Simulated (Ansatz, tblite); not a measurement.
# C₃₄H₃₀S₆Si₂: which spin state is lowest

Is the singlet the ground state of C₃₄H₃₀S₆Si₂? Other spin states are computed and compared level by level.

Method: as each input shows; program: Ansatz 0.2.0, Gaussian basis.

Levels to be run: triplet, at the geometry of the singlet (GFN1-xTB, GFN2-xTB, PBE0-D4/def2-SVP, PBE-D4/def2-SVP); the singlet's energies come from earlier runs.

## Step 1: The structure

The geometry is that of the singlet, from an earlier relaxation (PBE-D4/def2-SVP).

72 atoms, charge 0, spin multiplicity 1.

Bond lengths: C1–Si2 1.891 Å, C1–H43 1.110 Å, C1–H44 1.109 Å, C1–H45 1.109 Å, Si2–C3 1.891 Å, Si2–C4 1.890 Å, Si2–C5 1.848 Å, C3–H46 1.109 Å, C3–H47 1.109 Å, C3–H48 1.110 Å, C4–H49 1.109 Å, C4–H50 1.109 Å, C4–H51 1.110 Å, C5–C6 1.239 Å, C6–C7 1.406 Å, C7–C8 1.399 Å, C7–S42 1.759 Å, C8–C9 1.412 Å and more. Angles: Si2–C1–H43 110.5°, Si2–C1–H44 111.0°, Si2–C1–H45 111.0°, H43–C1–H44 108.2°, H43–C1–H45 108.1°, H44–C1–H45 108.0°, C1–Si2–C3 110.3°, C1–Si2–C4 110.5°, C1–Si2–C5 108.6°, C3–Si2–C4 110.6°, C3–Si2–C5 108.5°, C4–Si2–C5 108.3°, Si2–C3–H46 111.0°, Si2–C3–H47 110.9°, Si2–C3–H48 110.6°, H46–C3–H47 108.0°, H46–C3–H48 108.2°, H47–C3–H48 108.1° and more.

## Step 2: Triplet at the fixed geometry, GFN1-xTB

Tight binding, by tblite at 300 K electronic temperature and without a spin-polarisation term:

```python
tblite.interface.Calculator('GFN1-xTB', numbers, positions, charge=0, uhf=2).singlepoint()
```

Energy -3095.7199 eV; 0.52 s.

## Step 3: Triplet at the fixed geometry, GFN2-xTB

Tight binding, by tblite at 300 K electronic temperature and without a spin-polarisation term:

```python
tblite.interface.Calculator('GFN2-xTB', numbers, positions, charge=0, uhf=2).singlepoint()
```

Energy -3014.9515 eV; 0.49 s.

## Step 4: Triplet at the fixed geometry, PBE0-D4/def2-SVP

Contents of in.yaml:

```yaml
crystal:
  periodic: [false, false, false]
  atoms:
    - {symbol: C, position_ang: [-15.822918, -0.736353, 1.254858]}
    - {symbol: Si, position_ang: [-15.148482, 0.616145, 0.118433]}
    - {symbol: C, position_ang: [-15.763881, 2.313460, 0.680625]}
    - {symbol: C, position_ang: [-15.651177, 0.287384, -1.674029]}
    - {symbol: C, position_ang: [-13.303383, 0.600760, 0.216971]}
    - {symbol: C, position_ang: [-12.067466, 0.592936, 0.300491]}
    - {symbol: C, position_ang: [-10.664433, 0.581928, 0.386172]}
    - {symbol: C, position_ang: [-9.845263, 0.842134, 1.490208]}
    - {symbol: C, position_ang: [-8.466659, 0.738010, 1.202790]}
    - {symbol: C, position_ang: [-8.195495, 0.396525, -0.126589]}
    - {symbol: C, position_ang: [-6.920112, 0.208720, -0.769583]}
    - {symbol: C, position_ang: [-6.637118, -0.081895, -2.107184]}
    - {symbol: C, position_ang: [-5.257196, -0.202226, -2.382080]}
    - {symbol: C, position_ang: [-4.446395, -0.003809, -1.260068]}
    - {symbol: C, position_ang: [-3.009328, -0.050969, -1.178495]}
    - {symbol: C, position_ang: [-2.082747, -0.085606, -2.225313]}
    - {symbol: C, position_ang: [-0.741406, -0.141444, -1.788220]}
    - {symbol: C, position_ang: [-0.603857, -0.149150, -0.396462]}
    - {symbol: C, position_ang: [0.592242, -0.208400, 0.399920]}
    - {symbol: C, position_ang: [0.728062, -0.273205, 1.790354]}
    - {symbol: C, position_ang: [2.069533, -0.329543, 2.227209]}
    - {symbol: C, position_ang: [2.997648, -0.311527, 1.181377]}
    - {symbol: C, position_ang: [4.434449, -0.368811, 1.262074]}
    - {symbol: C, position_ang: [5.227806, -0.683189, 2.369906]}
    - {symbol: C, position_ang: [6.613181, -0.645654, 2.098389]}
    - {symbol: C, position_ang: [6.917539, -0.304942, 0.777425]}
    - {symbol: C, position_ang: [8.203714, -0.174655, 0.141632]}
    - {symbol: C, position_ang: [8.500522, 0.231034, -1.163990]}
    - {symbol: C, position_ang: [9.882999, 0.245485, -1.451404]}
    - {symbol: C, position_ang: [10.679458, -0.149916, -0.371155]}
    - {symbol: C, position_ang: [12.078950, -0.255920, -0.292564]}
    - {symbol: C, position_ang: [13.311501, -0.353042, -0.215810]}
    - {symbol: Si, position_ang: [15.151536, -0.497257, -0.128269]}
    - {symbol: C, position_ang: [15.805001, -0.728011, -1.887279]}
    - {symbol: C, position_ang: [15.585305, -1.991706, 0.945515]}
    - {symbol: C, position_ang: [15.852083, 1.085319, 0.633696]}
    - {symbol: S, position_ang: [9.673113, -0.545137, 1.016525]}
    - {symbol: S, position_ang: [5.443253, -0.018491, -0.127623]}
    - {symbol: S, position_ang: [2.171659, -0.226669, -0.362582]}
    - {symbol: S, position_ang: [-2.182114, -0.093095, 0.366599]}
    - {symbol: S, position_ang: [-5.431552, 0.342342, 0.147513]}
    - {symbol: S, position_ang: [-9.684689, 0.200775, -1.024318]}
    - {symbol: H, position_ang: [-16.932414, -0.751796, 1.226187]}
    - {symbol: H, position_ang: [-15.455316, -1.735399, 0.945037]}
    - {symbol: H, position_ang: [-15.508143, -0.566647, 2.304376]}
    - {symbol: H, position_ang: [-15.368921, 3.116267, 0.025871]}
    - {symbol: H, position_ang: [-15.439588, 2.528656, 1.718862]}
    - {symbol: H, position_ang: [-16.872609, 2.356027, 0.650413]}
    - {symbol: H, position_ang: [-15.237640, 1.061311, -2.351736]}
    - {symbol: H, position_ang: [-15.282108, -0.700594, -2.016138]}
    - {symbol: H, position_ang: [-16.756582, 0.295985, -1.774175]}
    - {symbol: H, position_ang: [-10.259953, 1.102140, 2.472651]}
    - {symbol: H, position_ang: [-7.671442, 0.911307, 1.941430]}
    - {symbol: H, position_ang: [-7.425652, -0.208790, -2.862161]}
    - {symbol: H, position_ang: [-4.849075, -0.446225, -3.371665]}
    - {symbol: H, position_ang: [-2.381506, -0.056478, -3.281440]}
    - {symbol: H, position_ang: [0.123031, -0.174392, -2.465998]}
    - {symbol: H, position_ang: [-0.137522, -0.277095, 2.467447]}
    - {symbol: H, position_ang: [2.368292, -0.368397, 3.283048]}
    - {symbol: H, position_ang: [4.802017, -0.950865, 3.345842]}
    - {symbol: H, position_ang: [7.389942, -0.867308, 2.843629]}
    - {symbol: H, position_ang: [7.721190, 0.514927, -1.885139]}
    - {symbol: H, position_ang: [10.316573, 0.536212, -2.416940]}
    - {symbol: H, position_ang: [15.525341, 0.130904, -2.530241]}
    - {symbol: H, position_ang: [15.392344, -1.648707, -2.346872]}
    - {symbol: H, position_ang: [16.911845, -0.809556, -1.883883]}
    - {symbol: H, position_ang: [16.686467, -2.112742, 1.015333]}
    - {symbol: H, position_ang: [15.186465, -1.872669, 1.973228]}
    - {symbol: H, position_ang: [15.161757, -2.923617, 0.519677]}
    - {symbol: H, position_ang: [16.959139, 1.031511, 0.694786]}
    - {symbol: H, position_ang: [15.582840, 1.972007, 0.024947]}
    - {symbol: H, position_ang: [15.457323, 1.241638, 1.657948]}
basis:
  gaussian: {orbitals: def2-SVP, fitting: {mean_field: def2-universal-jkfit}}
magnetization: {spin_polarized: true, initial_magnetization: 2}
hamiltonian: {xc: pbe0, dispersion: d4}
scf: {omitted_lower_state_checks: [starts]}
output: {orbitals: {seedname: orbitals}}
```

Launch:

```
$ ansatz run in.yaml --threads 4 --pin off --events-out ev --progress --plain --max-ram 46080MiB --backend cuda --devices 0, --max-vram 37GiB
```

What it wrote:

```text
Functional definition: PBE0
  name "PBE0"
  cite "Adamo & Barone, J. Chem. Phys. 110, 6158 (1999) doi:10.1063/1.478522"
  cite "Perdew, Burke & Ernzerhof, Phys. Rev. Lett. 77, 3865 (1996) doi:10.1103/PhysRevLett.77.3865"
  parent pbe
  parameter a = 0.25
  parameter kappa = 0.804
  parameter beta = 0.06672455060314922
  exchange = (1 - a)*pbe_x(kappa = kappa, mu = beta*pi^2/3) + a*exact_x
  correlation = pbe_c(beta = beta)
these checks for a lower state are left out or cut short: starts
4114 factors; integrals over basis functions are off by at most 2.5e-1 eV
mean field evaluation 1: about -116331.4346 eV, gradient 1.0e2 eV
mean field evaluation 2: about -116283.5812 eV, gradient 1.4e2 eV
mean field evaluation 4: about -116386.9006 eV, gradient 2.0e1 eV
mean field evaluation 8: about -116389.7423 eV, gradient 1.1e0 eV
mean field evaluation 16: about -116389.7509 eV, gradient 3.8e-2 eV
mean field evaluation 32: about -116389.7509 eV, gradient 9.0e-4 eV
mean field -116389.75089368 eV, -4277.2444535360 hartree, gradient 9.4e-6 eV, S^2 2.048670; 0 other end points of the search recorded, 0 dependent functions left out
reference -116389.75099852 eV, -4277.2444573890 hartree; 180, 178 occupied and 590, 592 virtual orbitals, 4114 factors
Total energy: -116392.40108397 eV, -4277.3418462330 hartree
Checks for a lower state left out: starts
```

Wall time 19 s (1 × H100 (card shared with other runs) with 4 threads of AMD EPYC 7R13, shared host); peak host memory 1.6 GiB.

From the report: HOMO -3.63 eV, LUMO -4.12 eV (over both spins; with the spin held, an empty level of the minority spin lies below the top filled one); ⟨S²⟩ 2.049 (pure: 2.00).

## Step 5: Triplet at the fixed geometry, PBE-D4/def2-SVP

start.molden holds the orbitals of an earlier run on this state, given as this run's starting guess.

Edit in.yaml of step 4 so:

```diff
@@ -76,5 +76,5 @@
 basis:
-  gaussian: {orbitals: def2-SVP, fitting: {mean_field: def2-universal-jkfit}}
+  gaussian: {orbitals: def2-SVP, fitting: {mean_field: def2-universal-jkfit}, initial_orbitals: start.molden}
 magnetization: {spin_polarized: true, initial_magnetization: 2}
-hamiltonian: {xc: pbe0, dispersion: d4}
+hamiltonian: {xc: pbe, dispersion: d4}
 scf: {omitted_lower_state_checks: [starts]}
```

Same command.

What it wrote:

```text
Functional definition: PBE
  name "PBE"
  cite "Perdew, Burke & Ernzerhof, Phys. Rev. Lett. 77, 3865 (1996) doi:10.1103/PhysRevLett.77.3865"
  parent pbe
  parameter kappa = 0.804
  parameter beta = 0.06672455060314922
  exchange = pbe_x(kappa = kappa, mu = beta*pi^2/3)
  correlation = pbe_c(beta = beta)
these checks for a lower state are left out or cut short: starts
4114 factors; integrals over basis functions are off by at most 2.5e-1 eV
mean field evaluation 1: about -116379.5411 eV, gradient 1.2e1 eV
mean field evaluation 2: about -116380.1582 eV, gradient 8.0e-1 eV
mean field evaluation 4: about -116380.1687 eV, gradient 1.7e-1 eV
mean field evaluation 8: about -116380.1693 eV, gradient 2.0e-5 eV
mean field -116380.16933150 eV, -4276.8923376206 hartree, gradient 2.0e-5 eV, S^2 2.004853; 0 other end points of the search recorded, 0 dependent functions left out
reference -116380.16946363 eV, -4276.8923424762 hartree; 180, 178 occupied and 590, 592 virtual orbitals, 4114 factors
Total energy: -116383.23370855 eV, -4277.0049514001 hartree
Checks for a lower state left out: starts
```

Run time: 10 s. Hardware: 1 × H100 (card shared with other runs) with 4 threads of AMD EPYC 7R13, shared host; peak host memory 1.4 GiB.

Report: HOMO -3.13 eV, LUMO -4.37 eV (over both spins; with the spin held, an empty level of the minority spin lies below the top filled one); ⟨S²⟩ 2.005 (pure: 2.00).

## Step 6: Triplet less singlet, vertical

The singlet's energies are those of its earlier runs, whose logs aren't repeated here.

| level | triplet less singlet, vertical (kJ/mol) | time |
| --- | --- | --- |
| GFN1-xTB | +136.3 | 0.95 s |
| GFN2-xTB | +133.6 | 0.89 s |
| PBE-D4/def2-SVP | +129.4 | 14 s |
| PBE0-D4/def2-SVP | +155.6 | 24 s |

Times add the two runs; a level without a time comes out of a correlated run. Tight binding without a spin term can't rank spin states.

## Step 7: Outcome

| quantity | value |
| --- | --- |
| triplet less singlet, vertical, functionals in def2-SVP | +129.4 (PBE-D4) to +155.6 kJ/mol (PBE0-D4) |

**Reading.** All functionals put the triplet above the singlet, over a spread of 26.3 kJ/mol. The checks for a lower triplet were left out, so another state of that spin may lie lower. These are electronic energies, without zero-point motion, entropy or surroundings.
